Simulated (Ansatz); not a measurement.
SrMg6Cr:

```
CELL_PARAMETERS angstrom
5.20308 0.00000 0.00000
0.00000 3.34122 5.81693
0.00000 -3.34122 5.81693
ATOMIC_POSITIONS crystal
Sr 0.00000 0.82906 0.82906
Cr 0.50000 0.65243 0.65243
Mg 0.50000 0.16693 0.16693
Mg 0.50000 0.65968 0.19063
Mg 0.50000 0.19063 0.65968
Mg 0.00000 0.33792 0.33792
Mg 0.00000 0.82013 0.34321
Mg 0.00000 0.34321 0.82013
```

The cell comes from a database or a generator and needn't be the stable form of this composition.

- Program: Ansatz 0.2.0
- Task: single point
- Functional: PBE
- Potentials or basis: Ansatz PAW
- Cutoff: 420 eV (not typed: the program's choice for these potentials)
- k mesh: 5 × 5 × 5
- Occupations: fermi-dirac, width 0.05 eV
- Spin: collinear spin, ferromagnetic start
- Starting moments: [0.0, 3.0, 0.0, 0.0, 0.0, 0.0, 0.0, 0.0] μB

On this cell: pressure 0.1 GPa; largest force 0.089 eV/Å; net moment 4.47 μB per cell; site moments Sr +0.03; Cr +4.01; Mg -0.03, -0.01, +0.02 μB; band gap on the k mesh none (metal or under the smearing width).

The same run follows on a disturbed copy (atoms moved at random, drawn with an rms of 0.05 Å):

```
Sr Cr Mg
1.0
     5.20308    0.00000    0.00000
     0.00000    3.34122    5.81693
     0.00000   -3.34122    5.81693
Sr Cr Mg
1 1 6
Cartesian
  -0.0037 0.0091 9.6677
  2.5986 0.0627 7.5793
  2.6165 -0.0028 1.9207
  2.6317 1.5524 4.9027
  2.6180 -1.5937 4.9490
  0.0236 -0.0286 3.9553
  0.0565 1.5929 6.8393
  -0.0216 -1.6749 6.7961
```

**Question.** What does the disturbed cell give?

**Answer.** The energy (extrapolated to zero smearing) moves by +4.3 meV/atom; pressure 0.1 GPa; largest force 0.255 eV/Å; net moment 4.46 μB per cell; site moments Sr +0.02; Cr +4.00; Mg -0.02, -0.01, +0.02 μB; band gap on the k mesh none (metal or under the smearing width).

Forces on the atoms (eV/Å):
```
Sr   0.087 -0.229 -0.071
Cr   0.042 -0.118 -0.047
Mg   0.007 -0.029  0.066
Mg  -0.040 -0.056  0.129
Mg  -0.065  0.134  0.081
Mg  -0.005  0.093  0.030
Mg  -0.100  0.007 -0.229
Mg   0.074  0.198  0.041
```

Stress tensor (GPa, compression positive):
```
 0.24  0.03 -0.06
 0.03  0.15 -0.09
-0.06 -0.09 -0.15
```
